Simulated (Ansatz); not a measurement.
**CHGaN+ (quintet): wave-function methods side by side, cc-pVDZ**

The task here is to estimate one member of a computed series from the others.

The runs use Ansatz 0.2.0, Gaussian basis; cc-pVDZ, core rule «outside noble gas», up to 16 orbitals frozen.

To be run: UHF; CCSD(T) on ROHF; CCSD(T) on UHF; BCCD(T) on ROHF; CISD; CCSDT(Q) on ROHF; CCSDT(Q) on UHF.

19 further runs of the same task are left out: 6 that didn't finish, 13 set aside as unsound or not needed.

## The system

The geometry is a PBE0/def2-TZVP stationary point (not a proven minimum) of the parent state, kept for this charge and spin. No spin-orbit coupling is included. The filled d shell of Ga may be among the frozen orbitals whatever the setting's name suggests; the logs give the count.

4 atoms, charge 1, spin multiplicity 5.

Atoms are counted from 1 here; the program's logs count them from 0.

Bond lengths: Ga1–C2 1.835 Å, C2–N3 1.210 Å, N3–H4 1.011 Å. Angles: Ga1–C2–N3 173.7°, C2–N3–H4 130.3°.

Set-up of the first run:

Input file in.yaml:

```yaml
crystal:
  periodic: [false, false, false]
  atoms:
    - {symbol: Ga, position_ang: [0.000000, -0.120036, 2.160747]}
    - {symbol: C, position_ang: [0.000004, -0.109565, 0.325504]}
    - {symbol: N, position_ang: [-0.000001, -0.234964, -0.877884]}
    - {symbol: H, position_ang: [-0.000002, 0.464565, -1.608367]}
basis:
  gaussian: {orbitals: cc-pVDZ}
total_charge: 1
magnetization: {spin_polarized: true, initial_magnetization: 4}
hamiltonian: {xc: hf}
output: {orbitals: {seedname: orbitals}}
```

The run is started by

```bash
$ ansatz run in.yaml --threads 1 --pin off --events-out ev --progress --plain --max-ram 2393MiB
```

Steps of the session up to this table: UHF; CCSD(T) on ROHF; CCSD(T) on UHF; BCCD(T) on ROHF; CISD; CCSDT(Q) on ROHF; CCSDT(Q) on UHF.

One of the session's tables, all rows but one given; the rest of the session is left out.

```
   method  from RCCSDT(Q) (meV)
     ROHF               +7844.0
      UHF               +7567.5
     RMP2               +1071.5
     UMP2               +1106.4
    RCCSD                +316.1
    UCCSD                +289.5
 RCCSD(T)                 +62.7
 UCCSD(T)                 +45.7
  BCCD(T)                 +66.7
   RCCSDT                 +21.9
   UCCSDT                     ?
RCCSDT(Q)                     0
UCCSDT(Q)                 -20.7
```

Estimate the missing values for UCCSDT.

The run gave: from RCCSDT(Q) (meV): +3.0. In the column «from RCCSDT(Q) (meV)» it lies between RCCSDT(Q) (0) and RCCSDT (+21.9).

Not comparable, so not listed: CISD (they don't share determinant, frozen orbitals or solution with the rows shown, or repeat one).

Limits of these values: Restricted and unrestricted rows rest on different reference determinants; where their highest levels disagree by more than a few hundredths of an eV, they describe different states and don't form one ladder.
